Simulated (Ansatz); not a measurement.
**GaIr: pressure up to the limit of the methods**

One table from this session's results is given with a row withheld; the runs are named, their logs left out.

Program: Ansatz 0.2.0. Level of theory: DFT, PBEsol, PAW with Ansatz's default frozen-core files, scalar-relativistic. These are calculated values, not measurements.

## Starting point

Symmetry: Pm-3m, No. 221, cubic system. Conventional cell: a = 3.029 Å, b = 3.029 Å, c = 3.029 Å, α = 90.00°, β = 90.00°, γ = 90.00°. Ga (site symmetry m-3m) is surrounded by 8 Ir at 2.62 Å. Around Ir (site symmetry m-3m) lie 8 Ga at 2.62 Å.

As a file:

```
CELL_PARAMETERS angstrom
3.02850 0.00000 0.00000
0.00000 3.02850 0.00000
0.00000 0.00000 3.02850
ATOMIC_POSITIONS crystal
Ga 0.00000 0.00000 0.00000
Ir 0.50000 0.50000 0.50000
```

Whether this phase is the stable one at these pressures isn't tested.

Atoms are numbered in the order of the input: Ga1, Ir2.

The first run:

input.yaml

```yaml
crystal:
  lattice:
    - [3.02850068, 0.0, 0.0]
    - [0.0, 3.02850068, 0.0]
    - [0.0, 0.0, 3.02850068]
  atoms:
    - { symbol: Ga, position: [0.0, 0.0, 0.0] }
    - { symbol: Ir, position: [0.5, 0.5, 0.5] }
kpoints:
  mp_grid: { grid: [12, 12, 12] }
  band_path:
    path:
      - [0.0, 0.0, 0.0]
      - [0.0, 0.5, 0.0]
      - [0.5, 0.5, 0.0]
      - [0.0, 0.0, 0.0]
      - [0.5, 0.5, 0.5]
      - [0.0, 0.5, 0.0]
      - [0.5, 0.5, 0.5]
      - [0.5, 0.5, 0.0]
    npoints: 6
scf:
  occupations: { method: fermi_dirac, width: 0.05 }
hamiltonian:
  xc: pbesol
  pseudopotentials: { kind: paw }
output:
  forces: true
  stress: true
  eigenvalues: true
  populations: true
  write_density: true
  write_potential: true
  elf: true
  volumetric_format: npy
```

Run with:

```sh
ansatz run input.yaml --threads 1 --pin off --max-ram 2048MiB --backend cpu --events-out ev --progress --plain --runs-dir out
```

Among the steps run: Volume scaled by 1, PAW; Volume scaled by 0.8, PAW; Volume scaled by 0.7, PAW; Volume scaled by 0.6, PAW.

One table of the session follows, with a row left open; its other results are not shown here.

```
method  volume over the first  volume (Å³/atom)  pressure (GPa)
   PAW                      1                 ?               ?
   PAW                    0.8            11.111           88.12
   PAW                    0.7             9.722          196.68
   PAW                    0.6             8.333          407.66
```

**Question.** Estimate the row for PAW, 1.

The run gave: volume (Å³/atom): 13.888; pressure (GPa): -2.04. In the column «volume (Å³/atom)» it is the highest.
